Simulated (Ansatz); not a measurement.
This script makes a table of relaxed lattice constants and trends of a series on the rocksalt structure: LaP, LaSb, LaBi with the Python package of Ansatz (0.2.0).

`lap_series.py`:
```python
# -*- coding: utf-8 -*-
import csv
import warnings

import ansatz as az
import numpy as np

FUNCTIONAL = "r2scan"
KSPACING = 0.27
OCCUPATIONS = "cold"
WIDTH_EV = 0.05


def rocksalt(first, second, a):
    return (
        az.Lattice.fcc(a)
        .space_group(225)
        .atom(first, (0, 0, 0))
        .atom(second, (0.5, 0.5, 0.5))
        .primitive()
    )


def compute(name, crystal, relax=True):
    calc = (
        crystal.calculation()
        .basis(20 * az.Ha)
        .functional(FUNCTIONAL)
        .kpoints(spacing=KSPACING)
        .occupations(OCCUPATIONS, width=WIDTH_EV)
        .stress()
        .band_table()
    )
    if relax:
        calc = calc.relax(force_tolerance=0.03, cell=True)
    return calc.run(threads=1)

def bulk_modulus(name, outcome, step=0.015):
    # B = -V dP/dV from the pressures of two uniformly scaled cells, atoms held at their fractions
    pressure = []
    for factor in (1 - step, 1.0, 1 + step):
        cell = az.Crystal(lattice=az.Lattice.of(outcome.lattice.cell_ang * factor ** (1 / 3)))
        for site in outcome.report["lattice"]["sites"]:
            cell = cell.atom(site["symbol"], site["position_frac"])
        pressure.append(np.trace(compute(name, cell, relax=False).report["stress_gpa"]) / 3)
    slope, bend = (pressure[0] - pressure[2]) / (2 * step), abs(pressure[0] + pressure[2] - 2 * pressure[1])
    # a jump of mesh or basis between the cells shows as a kink: no modulus then
    return float(slope) if bend < 12 * step**2 * abs(slope) + 0.15 and abs(pressure[1]) < 1.5 else float("nan")

def relaxed_twice(name, crystal):
    # the second pass draws mesh and plane waves anew for the relaxed cell
    first = compute(name, crystal)
    again = az.Crystal(lattice=az.Lattice.of(first.lattice.cell_ang))
    for site in first.report["lattice"]["sites"]:
        again = again.atom(site["symbol"], site["position_frac"])
    return compute(name, again)


def volume_per_atom(outcome):
    return abs(np.linalg.det(outcome.lattice.cell_ang)) / len(outcome.lattice.sites)


def main():
    warnings.simplefilter("ignore", az.DeckWarning)

    phases = {}
    phases["LaP"] = rocksalt("La", "P", 5.92)
    phases["LaSb"] = rocksalt("La", "Sb", 6.53)
    phases["LaBi"] = rocksalt("La", "Bi", 6.7)

    done = {name: relaxed_twice(name, crystal) for name, crystal in phases.items()}

    rows = [(name, (4 * len(o.lattice.sites) * volume_per_atom(o)) ** (1 / 3), volume_per_atom(o), bulk_modulus(name, o)) for name, o in done.items()]
    with open("series.csv", "w", newline="") as handle:
        writer = csv.writer(handle)
        writer.writerow(["compound", "a (A)", "V (A^3/atom)", "B (GPa)"])
        writer.writerows([round(v, 4) if isinstance(v, float) else v for v in row] for row in rows)
    print(open("series.csv").read())


if __name__ == "__main__":
    main()
```

Rank the compounds by their relaxed volume per atom.

From smallest to largest: LaP (28.01 Å³), LaSb (35.34 Å³) and LaBi (36.96 Å³). The largest is 32 % above the smallest.

The output:

```console
$ python lap_series.py
compound,a (A),V (A^3/atom),B (GPa)
LaP,6.0741,28.0132,76.4048
LaSb,6.5635,35.3446,55.627
LaBi,6.6623,36.965,51.1769
```

Notes:
- For the metals among these phases the mesh is modest: differences between phases can be off by up to 40 meV an atom.
- The bulk modulus is taken at fixed shape and positions, an upper value where these are free.
- Pressure is positive in compression.
- Spin-orbit coupling, which matters for elements this heavy, is left out.
- The cells are built on a prototype by substitution; a member may or may not take this structure in nature.
- It ran for 2.1 min on 1 thread of Arm Neoverse V2 (shared host), peak memory 0.77 GiB.

(A comment or docstring line of the script was reworded after the run, the code is as it ran; lines on the test bed's own set-up are left out of the output.)
